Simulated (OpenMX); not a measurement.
Crystal: BiTe.

```xyz
2
Lattice="0.0000 3.2350 3.2350 3.2350 0.0000 3.2350 3.2350 3.2350 0.0000" Properties=species:S:1:pos:R:3 pbc="T T T"
Bi    0.0000    0.0000    0.0000
Te    3.2350    3.2350    3.2350
```

* Program: OpenMX 3.8.5
* Task: single point
* Functional: PBE
* Potentials or basis: OpenMX 2013 PBE set, Bi8.0-s3p2d2f1, Te7.0-s3p2d2f1, grid cutoff 260 Ry
* k mesh: 7 × 7 × 7
* Occupations: fermi-dirac, width 0.05 eV
* Spin: no spin polarisation

On this cell: pressure 2.8 GPa; largest force zero by symmetry; band gap on the k mesh none (metal or under the smearing width).

The same run follows on a disturbed copy (atoms moved at random, drawn with an rms of 0.05 Å):

```
CELL_PARAMETERS angstrom
0.00000 3.23500 3.23500
3.23500 0.00000 3.23500
3.23500 3.23500 0.00000
ATOMIC_POSITIONS crystal
Bi 0.98294 0.99120 0.02381
Te 0.49611 0.49225 0.50219
```

**Question.** What does the disturbed cell give?

**Answer.** The energy (extrapolated to zero smearing) moves by +7.0 meV/atom; pressure 2.9 GPa; largest force 0.318 eV/Å; band gap on the k mesh none (metal or under the smearing width).

Forces in eV/Å, atoms in the order of the input:
```
Bi  -0.248 -0.102  0.172
Te   0.249  0.086 -0.157
```

Caveats: the real-space grid is coarse for these elements, which adds noise of up to some 20 meV/atom to energies and shifts forces, pressures and volumes; spin-orbit coupling is left out, which moves the levels of the heavy elements; the basis of atomic orbitals isn't converged, which shifts pressures, moduli and gaps.
